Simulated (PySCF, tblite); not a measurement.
# C4H6F3NSi: geometry, infrared bands and NMR shifts

What infrared bands and NMR shifts should C4H6F3NSi (`C=C[Si@@H](N=C)C(F)(F)F`) show?

Programs: tblite 0.8.0 and PySCF 2.14.0, with density-fitted response routines of our own. Each step states its level of theory. These are calculated values for one molecule in the gas phase, unless marked as measured. Atoms are numbered from 0 throughout.

## Step 1: The starting structure

15 atoms, charge 0, multiplicity 1; geometry from: force field or distance geometry start.

Bonds of the start (Å): C0–C1 1.31, C1–Si2 1.84, Si2–N3 1.78, N3–C4 1.29, Si2–C5 1.86, C5–F6 1.38, C5–F7 1.40, C5–F8 1.38, C0–H9 1.09, C0–H10 1.07, C1–H11 1.11, Si2–H12 1.46, C4–H13 1.10, C4–H14 1.09.

## Step 2: Relaxing the molecule with GFN2-xTB

The job: settings as JSON, then the geometry in Å.

```
{"job": {"kind": "relax", "xc": "GFN2-xTB", "basis": "xTB"}, "charge": 0, "multiplicity": 1}
C     -1.815400    -0.579300    -1.728300
C     -0.859600    -1.081900    -0.990700
Si     0.419300    -0.102700    -0.103500
N     -0.303100     1.396500     0.517800
C      0.357400     2.497400     0.594400
C      1.028700    -1.100100     1.347100
F      1.127100    -2.414300     0.952900
F      2.312400    -0.674800     1.709600
F      0.186400    -1.030700     2.441900
H     -2.511000    -1.281600    -2.184500
H     -1.985900     0.464600    -1.909600
H     -0.795400    -2.186100    -0.866300
H      1.520800     0.234500    -0.994200
H      1.392800     2.442900     0.214200
H     -0.079100     3.423500     0.977200
```

Command:

```bash
$ OMP_NUM_THREADS=1 python probes_run.py task.json out
```

One launch serves the whole session: the jobs run in the order shown.

Standard output:

```text
step      E/eV     max force
  0    -827.01460    2.635
  1    -827.24261    1.412
  2    -827.33979    1.271
  3    -827.40143    0.599
  4    -827.43362    0.528
  5    -827.44451    0.439
  6    -827.46149    0.445
  7    -827.49033    0.510
  8    -827.50143    0.439
  9    -827.51600    0.262
 10    -827.52424    0.234
 11    -827.53284    0.252
 12    -827.54159    0.271
 13    -827.55083    0.293
 14    -827.55968    0.290
 15    -827.56832    0.253
 16    -827.57521    0.278
 17    -827.58086    0.223
 18    -827.58632    0.179
 19    -827.59143    0.179
 20    -827.59576    0.168
 21    -827.59904    0.151
 22    -827.60199    0.157
 23    -827.60543    0.148
 24    -827.60879    0.143
 25    -827.61101    0.112
 26    -827.61218    0.079
 27    -827.61302    0.077
 28    -827.61405    0.106
 29    -827.61556    0.157
 30    -827.61765    0.178
 31    -827.61989    0.174
 32    -827.62162    0.112
 33    -827.62319    0.125
 34    -827.62444    0.094
 35    -827.62539    0.073
 36    -827.62594    0.060
 37    -827.62652    0.058
 38    -827.62708    0.063
 39    -827.62770    0.062
 40    -827.62816    0.043
 41    -827.62844    0.039
 42    -827.62867    0.048
 43    -827.62894    0.053
 44    -827.62923    0.042
 45    -827.62945    0.031
 46    -827.62961    0.035
 47    -827.62982    0.035
 48    -827.63021    0.058
 49    -827.63090    0.096
 50    -827.63190    0.114
 51    -827.63292    0.101
 52    -827.63378    0.067
 53    -827.63456    0.065
 54    -827.63517    0.059
 55    -827.63566    0.081
 56    -827.63613    0.078
 57    -827.63665    0.063
 58    -827.63721    0.061
 59    -827.63767    0.047
 60    -827.63798    0.050
 61    -827.63830    0.049
 62    -827.63874    0.067
 63    -827.63918    0.076
 64    -827.63955    0.043
 65    -827.63977    0.041
 66    -827.63993    0.041
 67    -827.64006    0.038
 68    -827.64026    0.026
 69    -827.64040    0.023
 70    -827.64049    0.029
 71    -827.64056    0.022
 72    -827.64062    0.017
 73    -827.64066    0.013
 74    -827.64068    0.011
 75    -827.64071    0.015
 76    -827.64075    0.015
 77    -827.64082    0.023
 78    -827.64092    0.031
 79    -827.64107    0.039
 80    -827.64126    0.045
 81    -827.64146    0.043
 82    -827.64162    0.034
 83    -827.64171    0.030
 84    -827.64175    0.017
 85    -827.64179    0.017
 86    -827.64184    0.021
 87    -827.64188    0.024
 88    -827.64192    0.021
 89    -827.64195    0.013
 90    -827.64197    0.013
 91    -827.64199    0.010
 92    -827.64200    0.009
```

Run time: 1.1 s. Hardware: 1 thread of Arm Neoverse N1, shared host.

Relaxation path: (not every step is listed)

```csv
step,energy from step 0 (eV),largest force (eV/Å)
0,0.0000,2.6352
1,-0.2280,1.4122
2,-0.3252,1.2713
3,-0.3868,0.5994
4,-0.4190,0.5279
5,-0.4299,0.4392
6,-0.4469,0.4446
7,-0.4757,0.5102
8,-0.4868,0.4387
15,-0.5537,0.2526
22,-0.5874,0.1568
29,-0.6010,0.1572
36,-0.6113,0.0602
43,-0.6143,0.0530
50,-0.6173,0.1142
57,-0.6221,0.0628
64,-0.6250,0.0431
71,-0.6260,0.0218
78,-0.6263,0.0311
85,-0.6272,0.0171
87,-0.6273,0.0236
88,-0.6273,0.0215
89,-0.6273,0.0127
90,-0.6274,0.0128
91,-0.6274,0.0098
92,-0.6274,0.0093
```

Distances of close pairs at the start and the end, largest changes first:

```csv
bond,before (Å),after (Å),change (Å)
Si2–C5,1.863,1.946,+0.083
Si2–N3,1.776,1.710,-0.067
C5–F7,1.400,1.351,-0.049
C5–F8,1.383,1.344,-0.039
C1–Si2,1.839,1.877,+0.038
N3–C4,1.286,1.249,-0.037
C1–H11,1.113,1.083,-0.030
C5–F6,1.376,1.352,-0.024
```

The final coordinates are the input of the step that follows.

## Step 3: Harmonic vibrations with GFN2-xTB

The job: settings as JSON, then the geometry in Å.

```
{"job": {"kind": "ir", "xc": "GFN2-xTB", "basis": "xTB"}, "charge": 0, "multiplicity": 1}
C     -1.840158    -0.429309    -1.632401
C     -0.850142    -1.040257    -0.999365
Si     0.610085    -0.171459    -0.202491
N      0.032877     1.274617     0.503939
C      0.246434     2.502995     0.429674
C      1.074379    -1.185690     1.391750
F      1.344771    -2.475627     1.091469
F      2.182777    -0.715750     2.004707
F      0.115299    -1.219675     2.332677
H     -2.654923    -0.970700    -2.087165
H     -1.881471     0.644357    -1.715589
H     -0.860729    -2.121976    -0.945859
H      1.826437    -0.225943    -1.022680
H      0.997281     2.966365    -0.212926
H     -0.347331     3.176042     1.042348
```

Standard output:

```text
mode    cm-1     km/mol
  1      19.1      0.28
  2      26.3      0.73
  3      59.0      2.68
  4      80.4      1.56
  5     116.5      0.70
  6     172.7     13.20
  7     224.0      1.65
  8     236.6      2.95
  9     258.0      7.33
 10     325.3     20.46
 11     390.1     28.23
 12     457.6      7.93
 13     461.5      8.27
 14     490.0     33.10
 15     502.0     62.97
 16     618.6    107.63
 17     657.6     14.16
 18     683.1     98.51
 19     725.2    144.04
 20     819.1    119.83
 21     923.0     12.69
 22    1001.7     11.88
 23    1013.2     40.59
 24    1014.9    186.09
 25    1022.4      9.83
 26    1036.0    227.88
 27    1133.5     10.34
 28    1146.7    120.29
 29    1271.2      5.17
 30    1413.6      3.52
 31    1437.9      1.14
 32    1664.4     16.83
 33    1767.4    101.65
 34    2226.5    279.96
 35    2910.2     62.43
 36    2988.2     20.42
 37    3039.9     16.55
 38    3085.2     22.32
 39    3110.8     34.99
```

Wall time 0.87 s (1 thread of Arm Neoverse N1, shared host).

The strongest bands and the atoms that carry them (share of the mass-weighted mode):

```csv
cm⁻¹,km/mol,atoms
619,107.6,H12 79 %
725,144.0,"Si2 36 %, C1 18 %, H12 15 %"
819,119.8,"Si2 49 %, N3 20 %, C4 12 %"
1015,186.1,"C5 52 %, F6 11 %, F7 10 %"
1036,227.9,"C5 70 %, F8 16 %"
1147,120.3,"C5 71 %, F8 11 %"
1767,101.7,"N3 51 %, C4 47 %"
2226,280.0,H12 97 %
```

## Step 4: Nuclear shieldings: PBE0/pcSseg-1

Settings changed since step 3:

```diff
@@ -1,2 +1,2 @@
-{"job": {"kind": "ir", "xc": "GFN2-xTB", "basis": "xTB"}, "charge": 0, "multiplicity": 1}
+{"job": {"kind": "nmr", "xc": "PBE0", "basis": "pcSseg-1"}, "charge": 0, "multiplicity": 1}
 C     -1.840158    -0.429309    -1.632401
```

Level: GIAO PBE0/pcSseg-1 NMR shielding, non-relativistic, gas phase.

Standard output:

```text
coarse grid: 14008 points
cycle   1  E = -798.8425987098  dE =  1.193e+00  |g| = 9.214e-01  |ddm| = 3.522e+00
cycle   2  E = -798.6562552707  dE =  1.863e-01  |g| = 1.408e+00  |ddm| = 1.330e+00
cycle   3  E = -798.9948222703  dE = -3.386e-01  |g| = 1.069e-01  |ddm| = 8.589e-01
cycle   4  E = -798.9960719932  dE = -1.250e-03  |g| = 7.686e-02  |ddm| = 1.231e-01
cycle   5  E = -798.9973046440  dE = -1.233e-03  |g| = 1.368e-02  |ddm| = 6.054e-02
cycle   6  E = -798.9973407400  dE = -3.610e-05  |g| = 3.787e-03  |ddm| = 1.181e-02
cycle   7  E = -798.9973439236  dE = -3.184e-06  |g| = 1.065e-03  |ddm| = 3.457e-03
final grid: 134800 points
cycle   8  E = -799.0683680095  dE = -4.493e-05  |g| = 8.214e-03  |ddm| = 2.029e-02
cycle   9  E = -799.0683587101  dE =  9.299e-06  |g| = 1.098e-02  |ddm| = 1.442e-02
cycle  10  E = -799.0683824527  dE = -2.374e-05  |g| = 1.672e-03  |ddm| = 8.130e-03
cycle  11  E = -799.0683830422  dE = -5.896e-07  |g| = 4.942e-04  |ddm| = 1.353e-03
cycle  12  E = -799.0683830936  dE = -5.141e-08  |g| = 1.382e-04  |ddm| = 4.042e-04
cycle  13  E = -799.0683830966  dE = -2.969e-09  |g| = 4.066e-05  |ddm| = 1.168e-04
cycle  14  E = -799.0683830969  dE = -3.338e-10  |g| = 1.146e-05  |ddm| = 4.220e-05
converged SCF energy = -799.0683830969

GIAO shielding tensors (ppm)
atom      isotropic    diamagn.    paramagn.     s11        s22        s33       span
  0 C       40.624     253.875    -213.251    -90.739     40.531    172.080    262.819
  1 C       50.086     262.981    -212.895    -66.292     42.496    174.054    240.346
  2 Si     391.233     881.928    -490.696    353.278    388.276    432.144     78.866
  3 N     -145.767     331.279    -477.046   -558.045   -162.127    282.871    840.916
  4 C        7.212     251.636    -244.424    -86.790    -21.784    130.212    217.002
  5 C       48.537     252.353    -203.816     44.617     47.996     52.998      8.381
  6 F      250.804     473.830    -223.026    149.916    269.323    333.174    183.258
  7 F      249.492     473.083    -223.591    150.323    259.794    338.358    188.035
  8 F      247.497     474.687    -227.190    150.690    259.515    332.287    181.597
  9 H       24.989      28.537      -3.548     21.597     24.604     28.765      7.168
 10 H       25.751      32.353      -6.602     21.963     24.807     30.483      8.520
 11 H       25.118      31.066      -5.948     22.548     24.278     28.529      5.981
 12 H       26.403      29.206      -2.803     23.573     24.781     30.855      7.282
 13 H       22.700      29.116      -6.415     20.352     21.968     25.780      5.428
 14 H       22.709      28.693      -5.984     21.683     22.137     24.308      2.625
```

It took 65 s on 1 thread of Arm Neoverse N1, shared host; peak memory 0.85 GiB.

Shifts follow as δ = σ(reference) − σ, with reference shieldings (ppm) from runs at the same level and on the same kind of geometry: 1H TMS 31.72, 13C TMS 186.9, 29Si TMS 349.2, 19F CFCl3 170.9, 15N NH3 267.7. The references are single molecules in the gas phase, so shifts against H2O, NH3, PH3, H3PO4 or CFCl3 are not on the usual liquid scales and can be off by tens of ppm. Atoms listed in one row are averaged.

```csv
atoms,environment,σ (ppm),δ (ppm),δ scaled to CDCl3
C4,C=N carbon,7.2,179.7,173.5
C0,terminal =CH2 carbon,40.6,146.3,140.9
C5,CF3 carbon,48.5,138.4,133.2
C1,alkene CH,50.1,136.8,131.6
H13,hydrogen on a C=N carbon,22.70,9.02,8.61
H14,hydrogen on a C=N carbon,22.71,9.01,8.60
H9,hydrogen on a terminal =CH2 carbon,24.99,6.73,6.45
H11,hydrogen on an alkene CH,25.12,6.60,6.33
H10,hydrogen on a terminal =CH2 carbon,25.75,5.97,5.73
H12,"hydrogen on a silicon bonded to 2 C, N",26.40,5.31,–
Si2,"silicon bonded to 2 C, N, H",391.2,-42.1,–
N3,imine nitrogen,-145.8,413.5,–
"F6, F7, F8",fluorine of a CF3 group,249.3,-78.3,–
```

The scaled column applies a straight-line fit of computed shieldings to shifts measured in CDCl3, and one for carbons that bear F (root-mean-square error 0.16 ppm for H, 1.9 ppm for C).

Charges from the same density, by scheme (e):

```csv
atoms,Mulliken,IAO,Hirshfeld,ESP fit
C0,-0.14,-0.26,-0.07,-0.29
C1,-0.50,-0.43,-0.14,-0.35
Si2,0.92,1.00,0.37,0.58
N3,-0.57,-0.52,-0.22,-0.56
C4,0.08,-0.06,0.05,0.28
C5,0.53,0.55,0.16,0.30
"F6, F7, F8",-0.28,-0.29,-0.11,-0.16
```

Mayer bond orders: C0–C1 2.00, C1–Si2 0.89, Si2–N3 1.02, N3–C4 1.94, Si2–C5 0.78, C5–F6 0.95, C5–F7 0.96, C5–F8 0.97.

Orbitals, density, ELF and potential are computed afterwards from the orbital file.

Frontier orbitals at PBE0/pcSseg-1, with the share of their density that lies nearest to each atom:

```csv
orbital,energy (eV),lies on
HOMO,-7.45,"N3 63 %; H13, H14 about 10 % each; H12 7 %"
LUMO,-1.43,"C4 36 %; N3 30 %; H13, H14 about 10 % each"
```

ELF in a plane through or near 10 of the atoms.

Ten even steps from ' ' (0.00) to '@' (1.00):
```
                                                        
                                                        
                                                        
                                ....                    
                          ..::==++==::                  
              ..++--      ==++==::++==..                
            ::@@@@@@##    ++##**----++--..              
            ::@@@@@@@@    ==**++%%%%**==..              
        ==**++##@@@@++    ==##==**++==::                
      --@@@@@@==%%==**--==::++##**::                    
      ::@@@@@@##**%%--**@@==  ::--..  ..--..            
        ==##--..--++..++%%++++@@@@++--##%%++..          
              ..%%@@@@##--..**%%::::##==%%##::          
              --@@@@@@%%    ..====--++%%%%**::          
              ..##@@@@::  ::######++  ::++--            
                          --##%%%%##::                  
                            --++**==::                  
                                                        
                                                        
                                                        
```
The map spans 12.2 Å across and 11.0 Å up, centred on the molecule. Atoms in the plane (x, y in Å): C0 (-2.5, 0.3), C1 (-1.5, -0.6), N3 (0.7, 1.1), C4 (1.2, 2.3), C5 (1.3, -1.6), F6 (0.9, -2.9), F7 (2.6, -1.5), H9 (-3.5, 0.0), H10 (-2.2, 1.4), H11 (-1.8, -1.7).

On the surface of density 0.002 e/bohr³ the electrostatic potential runs, from the 1st to the 99th percentile, from -1.25 V near N3 to 1.34 V near H12.

## Step 5: What came out

| quantity | value |
| --- | --- |
| strongest single infrared mode (GFN2-xTB) | 2226 cm⁻¹, 280 km/mol |
| zero-point energy (GFN2-xTB) | 57.9 kcal/mol |
| 13C shifts against TMS (PBE0/pcSseg-1) | 179.7, 146.3, 138.4, 136.8 ppm |
| 1H shifts against TMS (PBE0/pcSseg-1) | 9.02, 9.01, 6.73, 6.60, 5.97, 5.31 ppm |
| 29Si shifts against TMS (PBE0/pcSseg-1) | -42.1 ppm |
| 15N shifts against NH3 (PBE0/pcSseg-1) | 413.5 ppm |
| 19F shifts against CFCl3 (PBE0/pcSseg-1, means over atoms taken as alike) | -78.3 ppm |
| surface potential, 1st and 99th percentile | -1.25 V and 1.34 V |

What this shows: The optimisation took 92 steps and gained 0.627 eV; among the close pairs (by a distance rule), Si2–C5 changed most, from 1.863 to 1.946 Å. All 39 modes are real, so the xTB geometry is a minimum. The strongest single mode, at 2226 cm⁻¹, moves mainly H12. GFN2-xTB is a fitted tight-binding method: band positions and strengths are rough. Its intensities can rank the bands wrongly. At PBE0/pcSseg-1: The largest span, 841 ppm, is at N3, where the paramagnetic term is -477 ppm. At PBE0/pcSseg-1, counted by nearest atom on the grid, the HOMO lies on N3 63 %; H13, H14 about 10 % each, the LUMO on C4 36 %; N3 30 %.
